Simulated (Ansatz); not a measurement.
Working through a fixed-spin-moment curve of BeNi, space group Pm-3m

With the Ansatz DFT code, driven from Python.

The cells in order, each with its output:

In [1]:
```python
import ansatz as az

lattice = az.Lattice.of(
    (2.587, 0.0, 0.0),
    (0.0, 2.587, 0.0),
    (0.0, 0.0, 2.587),
)
sites = [
    ("Be", (0.0, 0.0, 0.0)),
    ("Ni", (0.5, 0.5, 0.5)),
]
cell = az.Crystal(lattice=lattice)
for symbol, position in sites:
    cell = cell.atom(symbol, position)
```

In [2]:
```python
setup = (
    cell.calculation()
    .functional("lda")
    .pseudopotentials("nc")
    .accuracy("medium")
    .kpoints(density=3.4)
    .occupations(az.OccupationsMethod.GAUSSIAN, width=0.3)
    .mixing("msr1", preconditioner="kerker_dos")
    .scf(tolerance=1e-07, max_iterations=200, extra_bands=2, lower_state_search="off")
)
# a hard lock holds the total moment, with one Fermi level a spin
rows = []
for total in [0.0, 0.4, 0.7, 1.1, 1.4, 1.8]:
    r = setup.spin("collinear", total=total, lock="hard").run(threads=1).report
    up, down = r["spin_fermi_energies_ev"]
    rows.append((total, r["free_energy_ev"], up - down, r["absolute_magnetization_mub"]))
reference = rows[0][1]
rows = [(m, 1000 * (e - reference), split, size) for m, e, split, size in rows]
lines = [",".join(["total muB", "F - F(0) meV", "EF up - down eV", "absolute muB"])] + [",".join(f"{v:.4f}" if isinstance(v, float) else str(v) for v in row) for row in rows]
print("\n".join(lines))
with open("fsm.csv", "w") as handle:
    handle.write("\n".join(lines) + "\n")
best = min(rows, key=lambda row: row[1])
print(f"lowest at {best[0]} muB per cell, {best[1]:.1f} meV against the first point")
```
```text
DeckWarning: basis.ecutwfc = 1333.357926 eV, auto-derived from the records' recommended cutoffs: set by Ni (normal level)
RunWarning: this spin-polarised run has no starting moment large enough to seed its density, and nothing else in its deck makes the two spin channels differ, so an SCF from that start keeps the magnetisation at zero until it first converges, unless a state found ahead of a linear-response series gives it moments [...]
DeckWarning: the band count 14 (scf.n_extra_bands) hosts the net moment |M| = 0.4000 μB (N_el = 22) but caps the reachable moment at 2·n_bands − N_el = 6.0000 μB, below the 16 bands that the automatic rule leaves for it — a moment growing past the seed, or the majority channel's smearing tail, pins there with fewer [...]
DeckWarning: the band count 14 (scf.n_extra_bands) hosts the net moment |M| = 0.7000 μB (N_el = 22) but caps the reachable moment at 2·n_bands − N_el = 6.0000 μB, below the 16 bands that the automatic rule leaves for it — a moment growing past the seed, or the majority channel's smearing tail, pins there with fewer [...]
DeckWarning: the band count 14 (scf.n_extra_bands) hosts the net moment |M| = 1.1000 μB (N_el = 22) but caps the reachable moment at 2·n_bands − N_el = 6.0000 μB, below the 16 bands that the automatic rule leaves for it — a moment growing past the seed, or the majority channel's smearing tail, pins there with fewer [...]
DeckWarning: the band count 14 (scf.n_extra_bands) hosts the net moment |M| = 1.4000 μB (N_el = 22) but caps the reachable moment at 2·n_bands − N_el = 6.0000 μB, below the 16 bands that the automatic rule leaves for it — a moment growing past the seed, or the majority channel's smearing tail, pins there with fewer [...]
DeckWarning: the band count 14 (scf.n_extra_bands) hosts the net moment |M| = 1.8000 μB (N_el = 22) but caps the reachable moment at 2·n_bands − N_el = 6.0000 μB, below the 16 bands that the automatic rule leaves for it — a moment growing past the seed, or the majority channel's smearing tail, pins there with fewer [...]
total muB,F - F(0) meV,EF up - down eV,absolute muB
0.0000,0.0000,0.0000,0.0000
0.4000,73.7093,0.8039,0.4000
0.7000,251.8367,1.6374,0.7000
1.1000,647.9138,2.2911,1.1000
1.4000,1043.7209,3.1487,1.4000
1.8000,1823.5600,4.6071,1.8000
lowest at 0.0 muB per cell, 0.0 meV against the first point
```

The lowest point lies at 0 μB a cell, the first of the scan; at 1.8 μB the energy is 1824 meV above the lowest.

The settings weren't tested for convergence. The free energy holds a sizeable smearing term, which stands for no physical temperature. This cell is a computed structure, which may not be the phase found in nature. Warnings are shown shortened and without file and line. Only points where the Fermi levels of the two spins meet (minima, maxima and zero moment) are free solutions; a shallow minimum can lie between the points. The whole script took 20 s on 1 thread of Arm Neoverse V2 (shared host), peak memory 0.35 GiB.
